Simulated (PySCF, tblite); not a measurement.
# C4H7Ga: geometry, infrared bands, NMR shifts and spin-spin couplings

What infrared bands, NMR shifts and spin-spin couplings should C4H7Ga (`CCC#[C][GaH2]`) show?

Computed with tblite 0.8.0 and PySCF 2.14.0, with density-fitted response routines of our own, on a single molecule in the gas phase. Atoms are numbered from 0 throughout.

### 1 The starting structure

12 atoms, charge 0, multiplicity 1; geometry from: force field or distance geometry start.

Bonds of the start (Å): C0–C1 1.52, C1–C2 1.49, C2–C3 1.19, C3–Ga4 2.16, C0–H5 1.12, C0–H6 1.11, C0–H7 1.11, C1–H8 1.11, C1–H9 1.12, Ga4–H10 1.40, Ga4–H11 1.54.

### 2 Optimising the geometry with GFN2-xTB

The job: settings as JSON, then the geometry in Å.

```
{"job": {"kind": "relax", "xc": "GFN2-xTB", "basis": "xTB"}, "charge": 0, "multiplicity": 1}
C     -1.936100     0.707800    -0.236000
C     -0.879400    -0.023600    -1.048600
C      0.359100    -0.177700    -0.232100
C      1.359000    -0.283300     0.408700
Ga     3.147600    -0.474300     1.610500
H     -2.723300     1.142500    -0.899300
H     -1.512500     1.518500     0.393500
H     -2.481900     0.006100     0.429300
H     -0.651800     0.524700    -1.984600
H     -1.238600    -1.046800    -1.337900
H      3.858100    -1.683900     1.579100
H      2.701000    -0.210700     3.056000
```

Launch:

```bash
$ OMP_NUM_THREADS=1 python probes_run.py task.json out
```

One launch serves the whole session: the jobs run in the order shown.

**Question.** This job is followed by: GFN2-xTB harmonic vibrations, gas phase; GIAO PBE0/pcSseg-1 NMR shielding, non-relativistic, gas phase; B3LYP/pcJ-1 Ga:pcSseg-1 indirect spin-spin coupling, non-relativistic, gas phase. What will the session give for the following? strongest single infrared mode (GFN2-xTB); zero-point energy (GFN2-xTB); ¹³C shifts against TMS (PBE0/pcSseg-1); ¹H shifts against TMS (PBE0/pcSseg-1, means over atoms taken as alike); shieldings of Ga (PBE0/pcSseg-1); surface potential, 1st and 99th percentile; largest coupling of the table (B3LYP/pcSseg-1+pcJ-1).

As calculated:

| quantity | value |
| --- | --- |
| strongest single infrared mode (GFN2-xTB) | 1659 cm⁻¹, 765 km/mol |
| zero-point energy (GFN2-xTB) | 53.2 kcal/mol |
| ¹³C shifts against TMS (PBE0/pcSseg-1) | 129.3, 98.5, 17.5, 17.3 ppm |
| ¹H shifts against TMS (PBE0/pcSseg-1, means over atoms taken as alike) | 6.10, 2.51, 1.28 ppm |
| shieldings of Ga (PBE0/pcSseg-1) | Ga4 1258.8 ppm |
| surface potential, 1st and 99th percentile | -0.92 V and 2.57 V |
| largest coupling of the table (B3LYP/pcSseg-1+pcJ-1) | ¹J(C,C) C2–C3, 144.5 Hz |

The optimisation took 65 steps and gained 0.964 eV; among the close pairs (by a distance rule), C3–Ga4 changed most, from 2.163 to 1.943 Å. No mode is imaginary among the 30: a minimum at this level. The strongest single mode, at 1659 cm⁻¹, moves mainly H10 and H11. Unscaled tight-binding wavenumbers are off by several per cent, some by more. Its intensities can rank the bands wrongly. At PBE0/pcSseg-1: Shielding is most anisotropic at Ga4 (span 433 ppm, paramagnetic term -1379 ppm). At PBE0/pcSseg-1, counted by nearest atom on the grid, the HOMO lies on C2, C3 about 36 % each; H10, H11 about 8 % each, the LUMO on Ga4 50 %; H10, H11 about 14 % each. Of the pairs tabulated at B3LYP/pcSseg-1+pcJ-1, C2–C3 couples most strongly (144.5 Hz; Fermi contact 139.2 Hz). Spin-orbit coupling is left out, which matters for shieldings and couplings at and beside the heavy atoms.
